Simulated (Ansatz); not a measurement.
The system is TaTl.

```xyz
2
Lattice="3.6221 0.0000 0.0000 0.0000 3.6221 0.0000 0.0000 0.0000 3.6221" Properties=species:S:1:pos:R:3 pbc="T T T"
Ta    0.0000    0.0000    0.0000
Tl    1.8111    1.8111    1.8111
```

The cell was built by a generator and needn't be a form met in nature.

Base run:

```yaml
Program: Ansatz 0.2.0
Functional: r2SCAN
Potentials_or_basis: Ansatz PAW
Cutoff: 500 eV
Density_cutoff: 2000 eV
k_mesh: 7 × 7 × 7
Occupations: fermi-dirac, width 0.05 eV
Spin: no spin polarisation
```

Its results: band gap on the k mesh none (metal or under the smearing width); pressure -16.4 GPa.

**Question.** The run is repeated on the same cell with these changes: functional from r2SCAN to RPBE; cutoff from 500 eV to 420 eV; density cutoff from 2000 eV to 1680 eV. What comes out?

**Answer.** Band gap on the k mesh none (metal or under the smearing width); pressure -11.3 GPa.

Caveats: the PAW data sets come from PBE, with cores solved anew for the run's functional, which leaves a small shift of forces and pressure; the potentials were made for another functional, which shifts forces and pressure (some runs).

Not every run made on this cell is shown here.
